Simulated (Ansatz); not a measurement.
# C4H3F9GeO: basis-set convergence

One table from this session's results is given with a row withheld; the runs are named, their logs left out.

Program: Ansatz 0.2.0, Gaussian basis. Level of theory: one geometry, several basis sets. These are calculated values, not measurements.

Levels to be run: PBE0-D4/def2-SVP; ωB97M-V/def2-SVP; PBE0-D4/def2-QZVPP; ωB97M-V/def2-QZVPP; the functionals' def2-TZVPP values are taken from earlier runs.

### The geometry

All runs share one geometry, relaxed beforehand with PBE0-D4 in a triple-zeta def2 set.

SMILES `C[O][Ge]([C](F)(F)F)([C](F)(F)F)[C](F)(F)F`, 18 atoms, charge 0, spin multiplicity 1.

Atoms are counted from 1 here; the program's logs count them from 0.

Bond lengths: C1–O2 1.420 Å, C1–H16 1.094 Å, C1–H17 1.094 Å, C1–H18 1.090 Å, O2–Ge3 1.748 Å, Ge3–C4 2.016 Å, Ge3–C8 2.016 Å, Ge3–C12 2.006 Å, C4–F5 1.336 Å, C4–F6 1.337 Å, C4–F7 1.341 Å, C8–F9 1.341 Å, C8–F10 1.337 Å, C8–F11 1.336 Å, C12–F13 1.337 Å, C12–F14 1.333 Å, C12–F15 1.339 Å. Angles: O2–C1–H16 111.8°, O2–C1–H17 111.7°, O2–C1–H18 106.9°, H16–C1–H17 109.1°, H16–C1–H18 108.7°, H17–C1–H18 108.5°, C1–O2–Ge3 121.9°, O2–Ge3–C4 111.3°, O2–Ge3–C8 111.1°, O2–Ge3–C12 105.6°, C4–Ge3–C8 108.1°, C4–Ge3–C12 110.1°, C8–Ge3–C12 110.5°, Ge3–C4–F5 111.5°, Ge3–C4–F6 111.4°, Ge3–C4–F7 110.9°, F5–C4–F6 107.8°, F5–C4–F7 107.6° and more.

Coordinates:

```mol
C4H3F9GeO
  3D, bonds by distance, orders not assigned

 18 17  0  0  0  0  0  0  0  0999 V2000
   -0.4010   -1.2277    2.1475 C   0  0
    0.5505   -0.4328    1.4548 O   0  0
    0.2405    0.1941   -0.1477 Ge  0  0
   -1.1292    1.6721   -0.1038 C   0  0
   -0.6282    2.7877    0.4348 F   0  0
   -1.5628    1.9715   -1.3330 F   0  0
   -2.1949    1.3137    0.6263 F   0  0
   -0.4385   -1.2540   -1.3758 C   0  0
   -1.7293   -1.5232   -1.1331 F   0  0
    0.2472   -2.3894   -1.2065 F   0  0
   -0.3329   -0.8998   -2.6598 F   0  0
    2.0001    0.9027   -0.8006 C   0  0
    2.8402   -0.0923   -1.1015 F   0  0
    2.5887    1.6734    0.1147 F   0  0
    1.8275    1.6382   -1.9064 F   0  0
   -1.3279   -0.6786    2.3362 H   0  0
   -0.6343   -2.1471    1.6014 H   0  0
    0.0468   -1.4972    3.1044 H   0  0
  1  2  8  0
  2  3  8  0
  3  4  8  0
  4  5  8  0
  4  6  8  0
  4  7  8  0
  3  8  8  0
  8  9  8  0
  8 10  8  0
  8 11  8  0
  3 12  8  0
 12 13  8  0
 12 14  8  0
 12 15  8  0
  1 16  8  0
  1 17  8  0
  1 18  8  0
M  END
```

Set-up of the first run:

File in.yaml:

```yaml
crystal:
  periodic: [false, false, false]
  atoms:
    - {symbol: C, position_ang: [-0.401011, -1.227737, 2.147465]}
    - {symbol: O, position_ang: [0.550454, -0.432777, 1.454797]}
    - {symbol: Ge, position_ang: [0.240531, 0.194077, -0.147714]}
    - {symbol: C, position_ang: [-1.129200, 1.672144, -0.103849]}
    - {symbol: F, position_ang: [-0.628238, 2.787660, 0.434837]}
    - {symbol: F, position_ang: [-1.562803, 1.971455, -1.332994]}
    - {symbol: F, position_ang: [-2.194940, 1.313741, 0.626331]}
    - {symbol: C, position_ang: [-0.438462, -1.253961, -1.375750]}
    - {symbol: F, position_ang: [-1.729295, -1.523166, -1.133102]}
    - {symbol: F, position_ang: [0.247249, -2.389425, -1.206478]}
    - {symbol: F, position_ang: [-0.332884, -0.899824, -2.659797]}
    - {symbol: C, position_ang: [2.000073, 0.902671, -0.800566]}
    - {symbol: F, position_ang: [2.840213, -0.092263, -1.101518]}
    - {symbol: F, position_ang: [2.588686, 1.673384, 0.114656]}
    - {symbol: F, position_ang: [1.827536, 1.638179, -1.906405]}
    - {symbol: H, position_ang: [-1.327939, -0.678615, 2.336164]}
    - {symbol: H, position_ang: [-0.634256, -2.147074, 1.601420]}
    - {symbol: H, position_ang: [0.046788, -1.497165, 3.104403]}
basis:
  gaussian: {orbitals: def2-SVP}
hamiltonian: {xc: pbe0, dispersion: d4}
output: {orbitals: {seedname: orbitals}}
```

Started as:

```sh
ansatz run in.yaml --threads 11 --pin off --events-out ev --progress --plain --max-ram 174080MiB --backend cpu
```

Steps of the session up to this table: PBE0-D4 in def2-SVP; ωB97M-V in def2-SVP; PBE0-D4 in def2-QZVPP; ωB97M-V in def2-QZVPP.

One of the session's tables, all rows but one given; the rest of the session is left out.

It belongs to the step «Density functionals: the series». 

```
functional       basis  HOMO (eV)
   PBE0-D4    def2-SVP          ?
   PBE0-D4  def2-TZVPP      -8.83
   PBE0-D4  def2-QZVPP      -8.88
   ωB97M-V    def2-SVP     -11.07
   ωB97M-V  def2-TZVPP     -11.20
   ωB97M-V  def2-QZVPP     -11.24
```

Estimate the missing values for PBE0-D4, def2-SVP.

As computed: HOMO (eV): -8.73. In the column «HOMO (eV)» it is the highest.
